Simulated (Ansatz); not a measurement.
# F2H4O4W: the cost of one run

All numbers below are computed with Ansatz 0.2.0 (RKS PBE/def2-SVP).

## Step 1: Starting point

Bond lengths: W1–F2 1.850 Å, W1–O3 1.940 Å, O3–H4 1.010 Å, W1–O5 1.940 Å, O5–H6 1.010 Å, W1–O7 1.940 Å, O7–H8 1.010 Å, W1–O9 1.940 Å, O9–H10 1.010 Å, W1–F11 1.850 Å. Angles (14 of 19 angles, heavy atoms first): F2–W1–O3 90.0°, F2–W1–O5 90.0°, F2–W1–O7 90.0°, F2–W1–O9 90.0°, F2–W1–F11 180.0°, O3–W1–O5 90.0°, O3–W1–O7 180.0°, O3–W1–O9 90.0°, O3–W1–F11 90.0°, O5–W1–O7 90.0°, O5–W1–O9 180.0°, O5–W1–F11 90.0°, O7–W1–O9 90.0°, O7–W1–F11 90.0°.

As a file:

```xyz
11

W     0.0000    0.0000    0.0000
F     0.0000    0.0000    1.8500
O     1.9400    0.0000    0.0000
H     2.2771   -0.9519   -0.0197
O     0.0000    1.9400    0.0000
H    -0.6343    2.2771   -0.7100
O    -1.9400    0.0000    0.0000
H    -2.2771   -0.1263    0.9437
O     0.0000   -1.9400    0.0000
H     0.3816   -2.2771    0.8723
F     0.0000    0.0000   -1.8500
```

## Step 2: Preparing the start

input.yaml

```yaml
crystal:
  periodic: [false, false, false]
  atoms:
    - { symbol: W, position_ang: [0.0, 0.0, 0.0] }
    - { symbol: F, position_ang: [0.0, 0.0, 1.85] }
    - { symbol: O, position_ang: [1.94, 0.0, 0.0] }
    - { symbol: H, position_ang: [2.2771, -0.9519, -0.0197] }
    - { symbol: O, position_ang: [0.0, 1.94, 0.0] }
    - { symbol: H, position_ang: [-0.6343, 2.2771, -0.71] }
    - { symbol: O, position_ang: [-1.94, 0.0, 0.0] }
    - { symbol: H, position_ang: [-2.2771, -0.1263, 0.9437] }
    - { symbol: O, position_ang: [0.0, -1.94, 0.0] }
    - { symbol: H, position_ang: [0.3816, -2.2771, 0.8723] }
    - { symbol: F, position_ang: [0.0, 0.0, -1.85] }
basis:
  gaussian: { orbitals: def2-SVP }
hamiltonian:
  xc: pbe
relax:
  f_tol: 0.02
  max_steps: 40
output:
  orbitals: {}
```

The run is started by

```bash
> ansatz run input.yaml --threads 4 --pin off --max-ram 5120MiB --backend cpu --events-out ev --progress --plain --runs-dir out
```

What time and memory should one allow on 4 threads of Arm Neoverse V1, shared host?

About 74 s, with a peak of 0.2 GiB.
